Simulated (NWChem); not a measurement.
**SnH2O2 (SMILES [OH][Sn][OH]): CCSD/DGauss-DZVP**

What is the vertical ionisation energy of SnH2O2 at CCSD/DGauss-DZVP? 

The results are computed with NWChem 7.3.0.

### Step 1. The system as given

SnH2O2 has 5 atoms, charge 0, and is taken as a singlet. As SMILES, `[OH][Sn][OH]`. The coordinates come from a PBE0-D4/def2-TZVP relaxation. This is one conformer, not always the lowest.

Bond lengths: O1–Sn2 1.987 Å, Sn2–O3 1.966 Å, O1–H4 0.960 Å, O3–H5 0.964 Å. Angles: O1–Sn2–O3 91.9°, Sn2–O1–H4 116.9°, Sn2–O3–H5 111.9°.

### Step 2. The energy at CCSD/DGauss-DZVP

Input file struct.nw:

```
start struct
memory total 2200 mb
charge 0
geometry units au noautosym nocenter noautoz
  O   -1.86005742   0.33599330  -1.15991390
  Sn  -0.29045091  -1.78371249   1.51348165
  O    2.95137426   0.00548021   1.20205479
  H   -3.59274731  -0.01058247  -1.57111830
  H    2.88598974   1.31354863  -0.06292788
end
basis spherical bse
  * library DGauss-DZVP
end
scf
  thresh 1e-08
  maxiter 80
  print low
end
ccsd
  freeze core 20
  maxiter 60
end
task ccsd energy
```

Run with:

```
$ nwchem struct.nw > struct.out
```

Standard output:

```text
[...]
  functions       =    68
[...]
  wavefunction    = RHF
[...]
         Total SCF energy =  -6173.091869243249
      One-electron energy =  -9024.011124467057
      Two-electron energy =   2592.238460964434
 Nuclear repulsion energy =    258.680794259374
        Time for solution =     18.3s
[...]
 Total MP2 energy:          -6173.538351674140358
[...]
             energy      energy      error      ampl     ampl      Block
                                                time     time      time
[...]
 Total CCSD energy:          -6173.547617586177694
[...]
```

Run time: 50 s. Hardware: 1 thread of AMD EPYC 9R45 (Zen 5), shared host; peak memory 0.16 GiB.

### Step 3. The doublet cation

Input file h2o2sn.nw:

```
START h2o2sn
TITLE "H2O2Sn ccsd"
memory stack 880 mb heap 220 mb global 1100 mb
charge 1
GEOMETRY noautosym nocenter noautoz
  O    -0.984300    0.177800   -0.613800
  Sn   -0.153700   -0.943900    0.800900
  O     1.561800    0.002900    0.636100
  H    -1.901200   -0.005600   -0.831400
  H     1.527200    0.695100   -0.033300
END
BASIS spherical bse
  O library DGauss-DZVP
  Sn library DGauss-DZVP
  H library DGauss-DZVP
END
SCF
  doublet
  uhf
  thresh 1e-08
  maxiter 80
  print low
END
TCE
  scf
  ccsd
  freeze core 20
  maxiter 60
END
TASK tce energy
```

Run with:

```
$ nwchem h2o2sn.nw > h2o2sn.out
```

Standard output:

```text
[...]
  functions       =    68
[...]
  wavefunction    = UHF
[...]
         Total SCF energy =  -6172.760548941498
      One electron energy =  -9004.912565333010
      Two electron energy =   2573.471203506924
 Nuclear repulsion energy =    258.680812884588
                       Sz =      0.5000
                 Sz(Sz+1) =      0.7500
                      S^2 =      0.8174
[...]
         Wavefunction type : Unrestricted Hartree-Fock
          No. of electrons :    67
[...]
         Spin multiplicity : doublet
[...]
 CCSD total energy / hartree       =     -6173.198412257659584
[...]
```

Run time: 61 s. Hardware: 1 thread of AMD EPYC 9R45 (Zen 5), shared host; peak memory 0.36 GiB.

### Step 4. Summary of results

At CCSD/DGauss-DZVP, 20 core orbitals frozen:

```
                                                    quantity           value
                                singlet SnH2O2: total energy  -6173.54762 Eh
singlet SnH2O2: correlation energy (20 core orbitals frozen)      -455.7 mEh
                                doublet cation: total energy  -6173.19841 Eh
doublet cation: correlation energy (20 core orbitals frozen)      -437.9 mEh
           doublet cation: ⟨S²⟩ of the reference determinant           0.817
          vertical ionisation energy (to the doublet cation)        9.502 eV
```

The vertical ionisation energy comes to 9.50 eV (917 kJ/mol).
